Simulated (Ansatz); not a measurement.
**BrFH₃NOSi: one species, many methods**

An exercise on one series of results from a longer session: the logs are not shown, and one member is left open.

Program: Ansatz 0.2.0, Gaussian basis. Level of theory: functionals in def2-TZVPP, the program's frozen cores in correlated methods. These are calculated values, not measurements.

Levels to be run: LDA (SPW92), PBE-D4, revPBE-D4, BLYP-D4, r2SCAN-D4, B97M-V, PBE0-D4, B3LYP-D4, r2SCANh-D4, r2SCAN0-D4, HSE06-D4, BHLYP-D4, CAM-B3LYP-D4, LC-ωPBE, ωB97X-V, ωB97M-V, B2PLYP, PBE-QIDH; CCSD(T)/def2-SVP; CCSD(T)/def2-TZVPP; MP2/def2-QZVPP; extrapolation to the limit; RPA on PBE.

### The relaxed structure

The geometry comes from an earlier relaxation with PBE0-D4 in a triple-zeta def2 set; it is a stationary point, not always the lowest conformer.

8 atoms, charge 0, spin multiplicity 1.

Atoms are counted from 1 here; the program's logs count them from 0.

Bond lengths: N1–Si2 1.691 Å, N1–H6 1.007 Å, N1–H7 1.008 Å, Si2–O3 1.621 Å, Si2–F4 1.587 Å, Si2–Br5 2.203 Å, O3–H8 0.960 Å. Angles: Si2–N1–H6 119.8°, Si2–N1–H7 119.2°, H6–N1–H7 111.3°, N1–Si2–O3 111.5°, N1–Si2–F4 105.4°, N1–Si2–Br5 116.4°, O3–Si2–F4 112.4°, O3–Si2–Br5 104.7°, F4–Si2–Br5 106.5°, Si2–O3–H8 116.3°.

The first run:

in.yaml reads:

```yaml
crystal:
  periodic: [false, false, false]
  atoms:
    - {symbol: N, position_ang: [-1.136136, 0.014838, 0.411751]}
    - {symbol: Si, position_ang: [0.361375, 0.118327, -0.367318]}
    - {symbol: O, position_ang: [1.477856, -0.801264, 0.365235]}
    - {symbol: F, position_ang: [0.091193, -0.334463, -1.863717]}
    - {symbol: Br, position_ang: [1.271588, 2.121401, -0.475509]}
    - {symbol: H, position_ang: [-1.213490, 0.265234, 1.384538]}
    - {symbol: H, position_ang: [-1.972677, 0.256037, -0.095934]}
    - {symbol: H, position_ang: [1.212592, -1.697309, 0.585155]}
basis:
  gaussian: {orbitals: def2-TZVPP}
hamiltonian: {xc: lda}
output: {orbitals: {seedname: orbitals}}
```

On the command line:

```bash
$ ansatz run in.yaml --threads 4 --pin off --events-out ev --progress --plain --max-ram 10444MiB
```

Among the steps run: LDA; PBE-D4 (GGA); revPBE-D4 (GGA); BLYP-D4 (GGA); r2SCAN-D4 (meta-GGA); B97M-V (meta-GGA); B3LYP-D4 (hybrid); r2SCANh-D4 (hybrid); r2SCAN0-D4 (hybrid); HSE06-D4 (hybrid); BHLYP-D4 (hybrid); CAM-B3LYP-D4 (range-separated); LC-ωPBE (range-separated); ωB97X-V (range-separated); ωB97M-V (range-separated); B2PLYP (double hybrid); PBE-QIDH (double hybrid).

One table of the session follows, with a row left open; its other results are not shown here.

It belongs to the step «Frontier levels by functional». 

| functional | HOMO (eV) | LUMO (eV) | gap (eV) |
| --- | --- | --- | --- |
| LDA (SPW92) | -6.84 | -0.79 | 6.05 |
| PBE-D4 | -6.65 | -0.61 | 6.04 |
| revPBE-D4 | -6.59 | -0.52 | 6.07 |
| BLYP-D4 | -6.51 | -0.63 | 5.88 |
| r2SCAN-D4 | -6.99 | 0.02 | 7.01 |
| B97M-V | -7.06 | -0.29 | 6.77 |
| PBE0-D4 | -8.07 | 0.29 | 8.36 |
| B3LYP-D4 | -7.81 | -0.08 | 7.73 |
| r2SCANh-D4 | -7.52 | 0.30 | 7.82 |
| r2SCAN0-D4 | -8.31 | 0.70 | 9.01 |
| HSE06-D4 | -7.67 | -0.08 | 7.59 |
| BHLYP-D4 | ? | ? | ? |
| CAM-B3LYP-D4 | -9.46 | 1.09 | 10.55 |
| LC-ωPBE | -10.87 | 2.45 | 13.32 |
| ωB97X-V | -10.48 | 2.24 | 12.72 |
| ωB97M-V | -10.36 | 1.80 | 12.15 |

**Question.** Estimate the row for BHLYP-D4.

Worked estimate for «HOMO (eV)». Against the share of exact exchange, BLYP-D4 (0, -6.51), B3LYP-D4 (0.2, -7.81) give a slope of -6.50 per unit share; at 0.5 the line stands at -9.76.

As computed: HOMO (eV): -9.34; LUMO (eV): 0.97; gap (eV): 10.31. In «HOMO (eV)» the line misses by -0.42.
